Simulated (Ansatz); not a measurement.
# Cl3HO2W: small, medium and large basis sets

How large a basis does Cl3HO2W need? Two functionals are run in growing sets.

Method: one geometry, several basis sets; program: Ansatz 0.2.0, Gaussian basis.

Levels to be run: PBE0-D4/def2-SVP; ωB97M-V/def2-SVP; PBE0-D4/def2-QZVPP; ωB97M-V/def2-QZVPP; the functionals' def2-TZVPP values are taken from earlier runs.

**1. The relaxed structure**

An earlier PBE0-D4 in a triple-zeta def2 set relaxation fixed the geometry. W takes the def2 core potential; no spin-orbit term is included.

SMILES `[O]=[W]([OH])([Cl])([Cl])[Cl]`, 7 atoms, charge 0, spin multiplicity 1.

Atoms are counted from 1 here; the program's logs count them from 0.

Bond lengths: O1–W2 1.671 Å, W2–O3 1.866 Å, W2–Cl4 2.303 Å, W2–Cl5 2.297 Å, W2–Cl6 2.303 Å, O3–H7 0.961 Å. Angles: O1–W2–O3 100.6°, O1–W2–Cl4 108.1°, O1–W2–Cl5 101.4°, O1–W2–Cl6 108.2°, O3–W2–Cl4 87.3°, O3–W2–Cl5 158.0°, O3–W2–Cl6 87.2°, Cl4–W2–Cl5 85.9°, Cl4–W2–Cl6 143.7°, Cl5–W2–Cl6 85.9°, W2–O3–H7 130.1°.

As a file:

```
atom     x (Å)     y (Å)     z (Å)
  O1  -1.88410  -0.14517   0.38529
  W2  -0.31310   0.10490  -0.12721
  O3   0.62336  -0.90625   1.13146
 Cl4   0.20685  -1.52734  -1.66579
 Cl5  -0.64039   1.47886  -1.93824
 Cl6   0.50017   1.97813   0.93775
  H7   1.56842  -1.05103   1.23106
```

**2. PBE0-D4 in def2-SVP**

in.yaml

```yaml
crystal:
  periodic: [false, false, false]
  atoms:
    - {symbol: O, position_ang: [-1.884101, -0.145167, 0.385289]}
    - {symbol: W, position_ang: [-0.313098, 0.104904, -0.127214]}
    - {symbol: O, position_ang: [0.623357, -0.906254, 1.131455]}
    - {symbol: Cl, position_ang: [0.206845, -1.527338, -1.665785]}
    - {symbol: Cl, position_ang: [-0.640389, 1.478856, -1.938243]}
    - {symbol: Cl, position_ang: [0.500169, 1.978133, 0.937745]}
    - {symbol: H, position_ang: [1.568417, -1.051035, 1.231055]}
basis:
  gaussian: {orbitals: def2-SVP}
hamiltonian: {xc: pbe0, dispersion: d4}
output: {orbitals: {seedname: orbitals}}
```

The run is started by

```console
$ ansatz run in.yaml --threads 4 --pin off --events-out ev --progress --plain --max-ram 11315MiB
```

The runs that follow: ωB97M-V in def2-SVP; PBE0-D4 in def2-QZVPP; ωB97M-V in def2-QZVPP.

**Question.** What will the summary of the whole plan be? Wanted: PBE0-D4: double and triple zeta above quadruple; ωB97M-V: double and triple zeta above quadruple.

As calculated:

| quantity | value |
| --- | --- |
| PBE0-D4: double and triple zeta above quadruple | 20.07, 1.35 eV |
| ωB97M-V: double and triple zeta above quadruple | 19.98, 1.29 eV |

What this shows: PBE0-D4 gains 18.72 eV from double to triple zeta, then 1.35 eV more. These are total energies; as a rule much of such shifts cancels in differences, which this series doesn't test.
